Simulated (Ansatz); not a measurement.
# Ti3S2 (R32) in Ansatz: a series of runs

The runs below take Ti3S2 through relaxation of cell and atoms, with r2SCAN, PBE.

All numbers are computed with Ansatz 0.2.0; they aren't measurements. Logs are shortened: lines on timing, memory, paths and dates and some standing lists are left out, and cuts for length are marked.

**1. The crystal as given**

The structure is trigonal, space group R32 (No. 155). Conventional cell: a = 5.426 Å, b = 5.426 Å, c = 9.713 Å, α = 90.00°, β = 90.00°, γ = 120.00°. Ti (site symmetry 2) is surrounded by 4 S at 2.42 to 2.44 Å. S (site symmetry 3) is surrounded by 6 Ti at 2.42 to 2.44 Å.

The cell comes from a database or a generator and needn't be the stable form of this composition.

**2. Relaxation of cell and atoms, r2SCAN**

File input.yaml:

```yaml
crystal:
  lattice:
    - [2.7131139241, 1.5664170544, 3.2376184047]
    - [-2.7131139241, 1.5664170544, 3.2376184047]
    - [0.0, -3.1328341088, 3.2376184047]
  atoms:
    - { symbol: Ti, position: [0.0, 0.335655, 0.664345] }
    - { symbol: Ti, position: [0.664345, 0.0, 0.335655] }
    - { symbol: Ti, position: [0.335655, 0.664345, 0.0] }
    - { symbol: S, position: [0.167839, 0.167839, 0.167839] }
    - { symbol: S, position: [0.832161, 0.832161, 0.832161] }
hamiltonian:
  xc: r2scan
  pseudopotentials: { kind: paw }
kpoints:
  mp_grid: { grid: [6, 6, 6] }
scf:
  occupations: { method: fermi_dirac, width: 0.05 }
output:
  forces: true
  stress: true
  eigenvalues: true
relax:
  f_tol: 0.01
  max_steps: 40
  cell: { stress_tol: 0.05 }
```

Potentials or basis: Ansatz PAW.

Launch:

```
> ansatz run input.yaml --threads 2 --pin off --max-ram 5632MiB --backend cpu --events-out ev --progress --plain --runs-dir out
```

Log:

```text
Warning: RAYON_NUM_THREADS=2 ignored (pool sized by the plan → 2); use --threads N
Engine: ansatz 0.2.0, aarch64-unknown-linux-gnu
Pseudopotentials: kind: paw
Pseudopotential: Ti, paw, valence charge 12, recommended cutoff 500 eV (meta_gga), Ti.paw.azcp
Pseudopotential: S, paw, valence charge 6, recommended cutoff 500 eV (meta_gga), S.paw.azcp
Functional definition: r2SCAN
  parameter k0 = 0.174
  parameter k1 = 0.065
  parameter a1 = 4.9479
  exchange = r2scan_x(k0 = k0, k1 = k1, a1 = a1)
  correlation = r2scan_c
Crystal: 5 atoms, lattice volume = 82.557 Å³
Basis set: ecut = 500 eV, 2093 PW (Γ), exchange–correlation on 144×144×144 points (64 copies of the dense FFT grid, shifted against one another)
Bands: 29, of which v1, the nominal top of the filled ones, is band 24 counted from 1 (23 counted from 0)
Symmetry: 6 space group operations
Space group: R32 (ITA 155), of the structure as read, at distance tolerance 4.4e-5 Å
k-points: 32 of 216 (time reversal used)
Non-local potential: Ti, projectors of the file, l = 0: 3, l = 1: 2, l = 2: 3, l = 3: 1
Non-local potential: S, projectors of the file, l = 0: 2, l = 1: 2, l = 2: 2
PAW form: soft (Blöchl's): semilocal exchange-correlation on the pseudo side does not see the compensation charge
PAW frozen core: Ti, regenerated for the run's functional (the file was generated under x = pbe(κ = 0.804, μ = 0.2195149727645171), c = pbe(β = 0.06672455060314922))
PAW frozen core: S, regenerated for the run's functional (the file was generated under x = pbe(κ = 0.804, μ = 0.2195149727645171), c = pbe(β = 0.06672455060314922))
PAW one-centre angular grid: Ti, 590 points (default); XC on 160 Gauss nodes
PAW one-centre angular grid: S, 302 points (default); XC on 160 Gauss nodes
Initial density: superposition of atomic densities (neutral atoms: chi_scale 0, normalization atom), corrected by the library's trained network
Initial wavefunctions: pseudopotential atomic-orbital guess
Functional: x = r2scan, c = r2scan; τ floored in thin density (d = 2e-4 eV/Å³)
SCF iter   1: F=—  HF=-9329.974134 eV  |F-HF|=—  |Δ(HF+E_count)|=         —  Δρ=1.76e-2  dr2=2.74e-1  dr2_τ=6.54e-2  ethr=1.77e-3  ⟨swp⟩=6.1  Hψ=3940  notcnv=0
preconditioner: auto → Kerker (q_TF=auto, 2.493 Å⁻¹)  [metal: Δε(μ)=0.008 eV  Ē_g=6.833 eV  σ=0.050 eV  W_gap=0.04  n_scr=20 (ndim 8)  ℏωp=20.0 eV  f_vac=0.000  D(μ)=1.47/eV (n_scr^D=6)]
SCF iter   2: F=—  HF=-9330.100629 eV  |F-HF|=—  |Δ(HF+E_count)|=   1.26e-1  Δρ=5.21e-3  dr2=1.92e-2  dr2_τ=3.22e-3  ethr=5.71e-4  ⟨swp⟩=3.8  Hψ=2165  notcnv=0
SCF iter   3: F=—  HF=-9330.106547 eV  |F-HF|=—  |Δ(HF+E_count)|=   5.92e-3  Δρ=2.81e-3  dr2=4.98e-3  dr2_τ=3.13e-4  ethr=4.00e-5  ⟨swp⟩=2.0  Hψ=1302  notcnv=0
SCF iter   4: F=—  HF=-9330.110817 eV  |F-HF|=—  |Δ(HF+E_count)|=   4.27e-3  Δρ=5.61e-4  dr2=2.88e-4  dr2_τ=1.29e-5  ethr=1.04e-5  ⟨swp⟩=2.1  Hψ=1430  notcnv=0
SCF iter   5: F=—  HF=-9330.111024 eV  |F-HF|=—  |Δ(HF+E_count)|=   2.08e-4  Δρ=1.59e-4  dr2=1.77e-5  dr2_τ=1.32e-6  ethr=6.00e-7  ⟨swp⟩=2.0  Hψ=1250  notcnv=0
SCF iter   6: F=—  HF=-9330.111049 eV  |F-HF|=—  |Δ(HF+E_count)|=   2.43e-5  Δρ=4.17e-5  dr2=1.14e-6  dr2_τ=4.00e-8  ethr=3.69e-8  ⟨swp⟩=2.4  Hψ=1480  notcnv=0
SCF iter   7: F=—  HF=-9330.111050 eV  |F-HF|=—  |Δ(HF+E_count)|=   9.37e-7  Δρ=1.34e-5  dr2=2.18e-7  dr2_τ=7.24e-9  ethr=2.08e-10  ⟨swp⟩=6.4  Hψ=4150  notcnv=0
SCF iter   8: F=-9330.111050 eV  HF=-9330.111050 eV  |F-HF|=6.27e-9  |Δ(HF+E_count)|=  5.64e-10  Δρ=2.90e-6  dr2=1.35e-8  dr2_τ=4.11e-10  ethr=2.08e-10  ⟨swp⟩=4.8  Hψ=3145  notcnv=0
SCF 1 converged in 8 iterations: F = -9330.111050 eV  dr2 = 1.35e-8
relax step   1: F+E_penalty+E_count = -9330.11104965 eV  Δ(F+E_penalty+E_count) = +0.000e0 eV  max|allowed force component| = 4.931e-2 eV/Å  Δτ_max = 0.0000 Å  P = -0.382 GPa  Ω = 82.557 Å³  (8 SCF iters, dr2 threshold 1.00e-7 eV, accepted)
Crystal: 5 atoms, lattice volume = 82.401 Å³
Initial density: handed on by an earlier stage of this run
Initial wavefunctions: those handed on with the density
iter 1 solved again at ethr=5.99e-7 eV; its pass at ethr=3.10e-3 eV (dr2=2.88e-4 eV) is discarded
SCF iter   1: F=—  HF=-9330.110392 eV  |F-HF|=—  |Δ(HF+E_count)|=         —  Δρ=5.22e-4  dr2=2.28e-4  dr2_τ=2.53e-3  ethr=5.99e-7  ⟨swp⟩=2.0  Hψ=4775  notcnv=0
preconditioner: auto → Kerker (q_TF=auto, 2.493 Å⁻¹)  [metal: Δε(μ)=0.008 eV  Ē_g=6.635 eV  σ=0.050 eV  W_gap=0.04  n_scr=20 (ndim 8)  ℏωp=20.0 eV  f_vac=0.000  D(μ)=1.49/eV (n_scr^D=6)]
SCF iter   2: F=—  HF=-9330.111663 eV  |F-HF|=—  |Δ(HF+E_count)|=   1.27e-3  Δρ=2.81e-4  dr2=8.51e-5  dr2_τ=1.78e-6  ethr=4.74e-7  ⟨swp⟩=2.0  Hψ=1698  notcnv=0
SCF iter   3: F=—  HF=-9330.111660 eV  |F-HF|=—  |Δ(HF+E_count)|=   2.61e-6  Δρ=1.02e-4  dr2=1.13e-5  dr2_τ=6.60e-7  ethr=1.77e-7  ⟨swp⟩=2.0  Hψ=1240  notcnv=0
SCF iter   4: F=—  HF=-9330.111659 eV  |F-HF|=—  |Δ(HF+E_count)|=   5.81e-7  Δρ=5.16e-5  dr2=2.52e-6  dr2_τ=6.89e-8  ethr=2.36e-8  ⟨swp⟩=2.0  Hψ=1176  notcnv=0
SCF iter   5: F=-9330.111659 eV  HF=-9330.111659 eV  |F-HF|=1.64e-7  |Δ(HF+E_count)|=   2.47e-8  Δρ=2.00e-5  dr2=4.10e-7  dr2_τ=2.90e-8  ethr=1.04e-9  ⟨swp⟩=3.0  Hψ=3490  notcnv=0
SCF 2 converged in 5 iterations: F = -9330.111659 eV  dr2 = 4.10e-7
relax step   2: F+E_penalty+E_count = -9330.11165920 eV  Δ(F+E_penalty+E_count) = -6.095e-4 eV  max|allowed force component| = 2.538e-2 eV/Å  Δτ_max = 0.0043 Å  P = -0.072 GPa  Ω = 82.401 Å³  energy of the carried Pulay correction = +6.681e-5 eV  (5 SCF iters, dr2 threshold 5.00e-7 eV, accepted)
Crystal: 5 atoms, lattice volume = 82.348 Å³
iter 1 solved again at ethr=1.49e-7 eV; its pass at ethr=3.10e-3 eV (dr2=7.17e-5 eV) is discarded
SCF iter   1: F=—  HF=-9330.111743 eV  |F-HF|=—  |Δ(HF+E_count)|=         —  Δρ=2.64e-4  dr2=7.15e-5  dr2_τ=1.17e-4  ethr=1.49e-7  ⟨swp⟩=2.0  Hψ=5181  notcnv=0
preconditioner: auto → Kerker (q_TF=auto, 2.494 Å⁻¹)  [metal: Δε(μ)=0.018 eV  Ē_g=6.637 eV  σ=0.050 eV  W_gap=0.09  n_scr=20 (ndim 8)  ℏωp=20.0 eV  f_vac=0.000  D(μ)=1.51/eV (n_scr^D=6)]
SCF iter   2: F=—  HF=-9330.111819 eV  |F-HF|=—  |Δ(HF+E_count)|=   7.61e-5  Δρ=1.41e-4  dr2=2.31e-5  dr2_τ=5.86e-7  ethr=1.49e-7  ⟨swp⟩=2.0  Hψ=1590  notcnv=0
SCF iter   3: F=—  HF=-9330.111817 eV  |F-HF|=—  |Δ(HF+E_count)|=   1.64e-6  Δρ=5.81e-5  dr2=3.79e-6  dr2_τ=2.61e-7  ethr=4.80e-8  ⟨swp⟩=2.0  Hψ=1246  notcnv=0
SCF iter   4: F=—  HF=-9330.111817 eV  |F-HF|=—  |Δ(HF+E_count)|=   1.66e-7  Δρ=2.18e-5  dr2=4.77e-7  dr2_τ=1.52e-8  ethr=7.89e-9  ⟨swp⟩=2.2  Hψ=1227  notcnv=0
SCF iter   5: F=-9330.111817 eV  HF=-9330.111817 eV  |F-HF|=2.06e-9  |Δ(HF+E_count)|=   8.78e-8  Δρ=8.47e-6  dr2=6.01e-8  dr2_τ=4.11e-9  ethr=2.42e-10  ⟨swp⟩=5.5  Hψ=3735  notcnv=0
SCF 3 converged in 5 iterations: F = -9330.111817 eV  dr2 = 6.01e-8
relax step   3: F+E_penalty+E_count = -9330.11181701 eV  Δ(F+E_penalty+E_count) = -1.578e-4 eV  max|allowed force component| = 7.354e-3 eV/Å  Δτ_max = 0.0017 Å  P = +0.039 GPa  Ω = 82.348 Å³  energy of the carried Pulay correction = +8.974e-5 eV  (5 SCF iters, dr2 threshold 1.16e-7 eV, accepted)
Initial wavefunctions: pseudopotential atomic-orbital guess (no wavefunctions were taken with the density)
iter 1 solved again at ethr=3.38e-8 eV; its pass at ethr=3.10e-3 eV (dr2=1.62e-5 eV) is discarded
SCF iter   1: F=—  HF=-9330.111748 eV  |F-HF|=—  |Δ(HF+E_count)|=         —  Δρ=1.05e-5  dr2=6.37e-8  dr2_τ=3.72e-8  ethr=3.38e-8  ⟨swp⟩=3.7  Hψ=6322  notcnv=0
preconditioner: auto → Kerker (q_TF=auto, 2.494 Å⁻¹)  [metal: Δε(μ)=0.016 eV  Ē_g=6.636 eV  σ=0.050 eV  W_gap=0.08  n_scr=20 (ndim 8)  ℏωp=20.0 eV  f_vac=0.000  D(μ)=1.50/eV (n_scr^D=6)]
SCF iter   2: F=—  HF=-9330.111747 eV  |F-HF|=—  |Δ(HF+E_count)|=   9.64e-7  Δρ=5.89e-6  dr2=2.33e-8  dr2_τ=2.31e-9  ethr=1.33e-10  ⟨swp⟩=2.3  Hψ=1489  notcnv=0
SCF iter   3: F=—  HF=-9330.111747 eV  |F-HF|=—  |Δ(HF+E_count)|=   1.19e-8  Δρ=2.79e-6  dr2=7.50e-9  dr2_τ=3.11e-10  ethr=4.85e-11  ⟨swp⟩=2.0  Hψ=1061  notcnv=0
SCF iter   4: F=—  HF=-9330.111747 eV  |F-HF|=—  |Δ(HF+E_count)|=   4.13e-9  Δρ=6.29e-7  dr2=2.98e-10  dr2_τ=3.27e-11  ethr=1.56e-11  ⟨swp⟩=2.0  Hψ=1313  notcnv=0
SCF iter   5: F=-9330.111747 eV  HF=-9330.111747 eV  |F-HF|=0.00e0  |Δ(HF+E_count)|=  9.82e-11  Δρ=1.03e-7  dr2=1.11e-11  dr2_τ=6.00e-13  ethr=1.00e-12  ⟨swp⟩=5.8  Hψ=3449  notcnv=0
SCF 4 converged in 5 iterations: F = -9330.111747 eV  dr2 = 1.11e-11
relax step   4: F+E_penalty+E_count = -9330.11174659 eV  Δ(F+E_penalty+E_count) = +7.042e-5 eV  max|allowed force component| = 7.341e-3 eV/Å  Δτ_max = 0.0000 Å  P = +0.038 GPa  Ω = 82.348 Å³  stress off target by 4.23e-2 GPa  SCF on the basis re-selected at this cell (its energy is not comparable with the rows above)  (5 SCF iters)
basis re-selected at this cell: Δ(F+E_penalty+E_count) = +7.042e-5 eV, ΔP = -0.001 GPa vs the last step (what re-selecting the basis moved, of the pressure what is left beyond the Pulay correction that the steps carried, after the strain that the cell walked since its last selection, with what the two solves' SCF thresholds leave and, on support functions, any second-order correction that the steps lacked; it is no measure of the basis error at this ecutwfc). This SCF's stress stands 4.23e-2 GPa from its target on what of the cell is left free (relax.cell.stress_tol is 5.00e-2 GPa) and its largest allowed force component is 7.34e-3 eV/Å (relax.f_tol is 1.00e-2 eV/Å): within both
SCF converged after 5 iterations
Free energy (F): -9330.111747 eV
Harris-Foulkes:  -9330.111747 eV  (|F-HF|=0.00e0)
Internal energy: -9330.098092 eV  (E = F + TS)
E sigma→0 (E₀):  -9330.104919 eV
Entropy (-TS):   -0.013655 eV (-2.731 meV/atom)
Fermi energy:    12.371966 eV
--- Per-component energies (eV) ---
  E_band       = -517.388524
  E_kinetic    = 1041.027203
  E_local      = -2941.153964  (includes V_loc(G=0)·N_el)
  E_nonlocal   = 79.442146
  E_hartree    = 1206.129511
  E_xc         = -466.260346
  E_vxc        = -593.027674  (∫ρ·V_xc dr)
  E_paw        = -4390.474964  (= ΣΔE_a)
  E_vpaw       = -552.235085  (= ΣTr[D̂ρ^β])
  E_aug_tail   = 0.000262  (compensation charges beyond the density's cutoff)
  E_vtau       = 36.299514  (kinetic-family band-sum trace: ∫τ·v_τ [+ j·A + Jᵃ·Aᵃ] dr)
  E_ewald      = -3857.828035
  E_core_change = -0.979905  (= ΣΔE_core)
  E_smearing   = -0.013655  (= −TS)
  E_closure    = 0.000000  (closes the sum)
  Σ components = -9330.111747   (vs F -9330.111747, Δ=0.00e0)
--- Forces (eV/Å), atoms counted from 1 ---
  atom   1  Ti    -0.00127347     0.00220572     0.00000000
  atom   2  Ti    -0.00127347    -0.00220572    -0.00000000
  atom   3  Ti     0.00254695     0.00000000    -0.00000000
  atom   4  S     -0.00000000     0.00000000     0.00734148
  atom   5  S     -0.00000000     0.00000000    -0.00734148
  max |Σ_I F_I| component: 4.20e-16 eV/Å
--- Stress (GPa, compression-positive) ---
        0.035937      -0.000000       0.000000
       -0.000000       0.035937       0.000000
        0.000000       0.000000       0.042334
  P = ⅓ Tr σ = 0.0381 GPa (0.381 kbar)
--- Band table (eV; the first three rows and the last of 32) ---
  k-point 0: bands = ["-47.0450", "-46.9937", "-46.9937", "-22.3445", "-22.3445", "-22.3059", "-22.2836", "-22.2729", "-22.2729", "-22.2688", "-22.0891", "-22.0891", "-3.8025", "-1.8226", "6.0477", "6.0477", "6.3357", "7.8275", "8.1462", "8.1462", "10.0817", "10.9533", "12.3091", "12.3091", "13.0302", "13.0302", "14.3556", "14.3556", "14.4353"]
  k-point 1: bands = ["-47.0413", "-46.9977", "-46.9933", "-22.3672", "-22.3324", "-22.3236", "-22.3127", "-22.2790", "-22.2352", "-22.2167", "-22.1150", "-22.0946", "-3.6666", "-1.9144", "5.9403", "6.1635", "6.3612", "7.5731", "7.9670", "8.2900", "10.3600", "11.2116", "12.1398", "12.2188", "12.7671", "13.2183", "13.8258", "14.2462", "14.7250"]
  k-point 2: bands = ["-47.0314", "-47.0063", "-46.9945", "-22.3850", "-22.3543", "-22.3160", "-22.3031", "-22.2838", "-22.1988", "-22.1755", "-22.1602", "-22.1105", "-3.3210", "-2.1725", "5.9877", "6.0615", "6.3928", "7.2590", "7.7284", "8.5912", "10.8691", "11.5323", "11.9303", "11.9700", "12.3651", "13.4040", "13.5923", "13.9721", "14.5724"]
  k-point 31: bands = ["-47.0310", "-47.0000", "-47.0000", "-22.4675", "-22.3297", "-22.2836", "-22.2836", "-22.2779", "-22.2687", "-22.2687", "-22.0751", "-22.0751", "-2.6566", "-1.9530", "4.6172", "5.9406", "5.9406", "7.3698", "7.9612", "7.9612", "11.4859", "12.2073", "12.2073", "12.3463", "12.7435", "12.7435", "13.3205", "13.3205", "14.4052"]
--- Relaxed structure (3 steps of the walk, 3 accepted, 1 SCFs on fresh bases) ---
  F+E_penalty+E_count = -9330.11174659 eV   max|allowed force component| = 7.341e-3 eV/Å   (the final SCF, on the basis selected at the relaxed cell)
  cell:  # Å, volume = 82.3479 Å³
    - [2.7128615668256844, 1.5662713558809986, 3.23003077067176]
    - [-2.7128615668256844, 1.5662713558809986, 3.23003077067176]
    - [-5.83886826409753e-19, -3.1325427117619973, 3.23003077067176]
  atoms:
    - { symbol: Ti, position: [-5.551115123125783e-17, 0.33501580307591394, 0.664984196924086] }
    - { symbol: Ti, position: [0.664984196924086, 0.0, 0.335015803075914] }
    - { symbol: Ti, position: [0.335015803075914, 0.664984196924086, -5.551115123125783e-17] }
    - { symbol: S, position: [0.16845811112495446, 0.16845811112495446, 0.16845811112495446] }
    - { symbol: S, position: [0.8315418888750451, 0.8315418888750451, 0.8315418888750451] }
```

Wall time 32 s (2 threads of Arm Neoverse V2, shared host); peak memory 0.53 GiB.

Results:

| Property | Result |
| --- | --- |
| Free energy | -9330.1117 eV |
| Relaxed volume | 16.47 Å³/atom |
| Relaxed cell | a = 4.500 Å, b = 4.500 Å, c = 4.500 Å, α = 74.16°, β = 74.16°, γ = 74.16° |
| Space group after relaxing (to 0.05 Å) | R32 (No. 155) |
| Energy gained by relaxing | 0.1 meV/atom |
| Ionic steps | 4 |
| Pressure after relaxing | 0.0 GPa |
| Largest force after relaxing | 0.007 eV/Å |
| Band gap on the k mesh | none (metal or under the smearing width) |

Forces in eV/Å, atoms in the order of the input:
```
Ti  -0.001  0.002  0.000
Ti  -0.001 -0.002  0.000
Ti   0.003  0.000  0.000
S    0.000  0.000  0.007
S    0.000  0.000 -0.007
```

Step by step:
```
step  energy change (eV)  largest force (eV/Å)  volume (Å³)
   1              0.0000                0.0493        82.56
   2             -0.0006                0.0254        82.40
   3             -0.0008                0.0074        82.35
   4             -0.0007                0.0073        82.35
```

Final structure:
```yaml
crystal:
  lattice:
    - [2.71286, 1.56627, 3.23003]
    - [-2.71286, 1.56627, 3.23003]
    - [0.00000, -3.13254, 3.23003]
  atoms:
    - { symbol: Ti, position: [0.00000, 0.33502, 0.66498] }
    - { symbol: Ti, position: [0.66498, 0.00000, 0.33502] }
    - { symbol: Ti, position: [0.33502, 0.66498, 0.00000] }
    - { symbol: S, position: [0.16846, 0.16846, 0.16846] }
    - { symbol: S, position: [0.83154, 0.83154, 0.83154] }
```

Levels at points of the mesh, in eV from the Fermi level:
```csv
k point,band 21,band 22,band 23,band 24,band 25,band 26,band 27,band 28
"(0.00, 0.00, 0.00)",-2.29,-1.42,-0.06,-0.06,0.66,0.66,1.98,1.98
"(0.00, 0.00, -0.50)",-0.99,-0.97,-0.70,-0.50,-0.15,0.97,1.45,1.55
"(0.00, -0.50, -0.50)",-1.53,-1.05,-0.76,-0.25,0.16,0.79,1.54,1.64
"(-0.50, -0.50, -0.50)",-0.89,-0.16,-0.16,-0.03,0.37,0.37,0.95,0.95
```

Caveat: the plane-wave basis is chosen anew once the cell has moved, so the energies of steps on either side of that aren't comparable; the PAW data sets come from PBE, with cores solved anew for the run's functional, which leaves a small shift of forces and pressure.

**3. Relaxation of cell and atoms, PBE**

input.yaml: that of step 2 with these lines changed.

```diff
@@ -12,3 +12,3 @@
 hamiltonian:
-  xc: r2scan
+  xc: pbe
   pseudopotentials: { kind: paw }
@@ -22,2 +22,6 @@
   eigenvalues: true
+  write_density: true
+  write_potential: true
+  elf: true
+  volumetric_format: npy
 relax:
```

Potentials or basis: Ansatz PAW.

Launch:

```
> ansatz run input.yaml --threads 2 --pin off --max-ram 5632MiB --backend cpu --events-out ev --progress --plain --runs-dir out
```

Run time: 20 s. Hardware: 2 threads of Arm Neoverse V2, shared host; peak memory 0.37 GiB.

Results (log left out):

| Item | Value |
| --- | --- |
| Free energy | -9307.9289 eV |
| Relaxed volume | 16.56 Å³/atom |
| Relaxed cell | a = 4.508 Å, b = 4.508 Å, c = 4.508 Å, α = 74.16°, β = 74.16°, γ = 74.16° |
| Space group after relaxing (to 0.05 Å) | R32 (No. 155) |
| Energy gained by relaxing | 0.1 meV/atom |
| Ionic steps | 5 |
| Pressure after relaxing | 0.0 GPa |
| Band gap on the k mesh | none (metal or under the smearing width) |

Step by step:
| step | energy change (eV) | largest force (eV/Å) | volume (Å³) |
| --- | --- | --- | --- |
| 1 | 0.0000 | 0.0336 | 82.56 |
| 2 | -0.0003 | 0.0236 | 82.83 |
| 3 | -0.0004 | 0.0125 | 82.80 |
| 4 | -0.0004 | 0.0002 | 82.80 |
| 5 | -0.0004 | 0.0002 | 82.80 |

Final structure:
```cif
data_structure
_symmetry_space_group_name_H-M 'P 1'
_symmetry_Int_Tables_number 1
_cell_length_a 4.5077
_cell_length_b 4.5077
_cell_length_c 4.5077
_cell_angle_alpha 74.162
_cell_angle_beta 74.162
_cell_angle_gamma 74.162
_cell_volume 82.80
loop_
_atom_site_label
_atom_site_type_symbol
_atom_site_fract_x
_atom_site_fract_y
_atom_site_fract_z
_atom_site_occupancy
Ti1 Ti 0.00000 0.33575 0.66425 1
Ti2 Ti 0.66425 0.00000 0.33575 1
Ti3 Ti 0.33575 0.66425 0.00000 1
S1 S 0.16815 0.16815 0.16815 1
S2 S 0.83185 0.83185 0.83185 1
```

Levels at points of the mesh, in eV from the Fermi level:
```csv
k point,band 22,band 23,band 24,band 25,band 26,band 27
"(0.00, 0.00, 0.00)",-1.40,-0.01,-0.01,0.57,0.57,1.78
"(0.00, 0.00, -0.50)",-0.89,-0.66,-0.44,-0.15,0.83,1.29
"(0.00, -0.50, -0.50)",-1.03,-0.69,-0.21,0.11,0.67,1.36
"(-0.50, -0.50, -0.50)",-0.17,-0.17,-0.05,0.30,0.30,0.82
```

Caveat: the plane-wave basis is chosen anew once the cell has moved, so the energies of steps on either side of that aren't comparable.
